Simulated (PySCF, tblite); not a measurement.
# C₆H₁₀B₂OSi: geometry, infrared bands and NMR shifts

What infrared bands and NMR shifts should C₆H₁₀B₂OSi (`BOB(C#C[SiH3])CC#CC`) show?

Computed with tblite 0.8.0 and PySCF 2.14.0, with density-fitted response routines of our own, on a single molecule in the gas phase. Atoms are numbered from 0 throughout.

### 1 The starting structure

20 atoms, charge 0, multiplicity 1; geometry from: force field or distance geometry start.

Bonds of the start (Å): B0–O1 1.45, O1–B2 1.46, B2–C3 1.57, C3–C4 1.21, C4–Si5 1.82, B2–C6 1.58, C6–C7 1.46, C7–C8 1.21, C8–C9 1.47, B0–H10 1.21, B0–H11 1.19, Si5–H12 1.45, Si5–H13 1.49, Si5–H14 1.48, C6–H15 1.12, C6–H16 1.12, C9–H17 1.12, C9–H18 1.13, C9–H19 1.08.

### 2 Geometry optimisation with GFN2-xTB

The job: settings as JSON, then the geometry in Å.

```
{"job": {"kind": "relax", "xc": "GFN2-xTB", "basis": "xTB"}, "charge": 0, "multiplicity": 1}
B     -1.146000    -2.204200    -0.833500
O      0.099900    -1.504300    -0.600600
B     -0.125700    -0.069500    -0.431500
C     -1.626800     0.362000    -0.323100
C     -2.787200     0.691100    -0.199400
Si    -4.522200     1.227700    -0.054900
C      0.882000     0.771300     0.448700
C      2.270300     0.386100     0.184200
C      3.422100     0.074000    -0.039200
C      4.829800    -0.271600    -0.300700
H     -2.202700    -1.798100    -0.416500
H     -1.116600    -3.378900    -1.032800
H     -5.281600     0.564400    -1.094700
H     -4.627700     2.703600    -0.206100
H     -5.038600     0.962800     1.311800
H      0.594300     0.610600     1.514600
H      0.714100     1.857600     0.240400
H      5.291300     0.495900    -0.973900
H      5.431600    -0.182900     0.652600
H      4.934500    -1.286900    -0.667900
```

Run with:

```bash
> OMP_NUM_THREADS=1 python probes_run.py task.json out
```

One launch serves the whole session: the jobs run in the order shown.

**Question.** This job is followed by: GFN2-xTB harmonic vibrations, gas phase; GIAO PBE0/pcSseg-1 NMR shielding, non-relativistic, gas phase. Predict these results of the whole session: strongest single infrared mode (GFN2-xTB); zero-point energy (GFN2-xTB); 13C shifts against TMS (PBE0/pcSseg-1); 1H shifts against TMS (PBE0/pcSseg-1, means over atoms taken as alike); 11B shifts against BF3·OEt2 (PBE0/pcSseg-1); 17O shifts against H2O (PBE0/pcSseg-1); 29Si shifts against TMS (PBE0/pcSseg-1).

**Answer**, as computed:

| quantity | value |
| --- | --- |
| strongest single infrared mode (GFN2-xTB) | 2240 cm⁻¹, 428 km/mol |
| zero-point energy (GFN2-xTB) | 85.2 kcal/mol |
| 13C shifts against TMS (PBE0/pcSseg-1) | 122.3, 114.4, 83.8, 81.2, 17.4, 4.9 ppm |
| 1H shifts against TMS (PBE0/pcSseg-1, means over atoms taken as alike) | 5.47, 4.27, 2.21, 1.98 ppm |
| 11B shifts against BF3·OEt2 (PBE0/pcSseg-1) | 39.8, 30.1 ppm |
| 17O shifts against H2O (PBE0/pcSseg-1) | 310.0 ppm |
| 29Si shifts against TMS (PBE0/pcSseg-1) | -98.9 ppm |

What this shows: The optimisation took 132 steps and gained 1.715 eV; among the close pairs (by a distance rule), O1–B2 changed most, from 1.462 to 1.302 Å. The lowest mode is imaginary (32i cm⁻¹), so the xTB geometry is not a minimum. Unscaled tight-binding wavenumbers are off by several per cent, some by more. Its intensities can rank the bands wrongly. At PBE0/pcSseg-1: Shielding is most anisotropic at C3 (span 315 ppm, paramagnetic term -197 ppm).
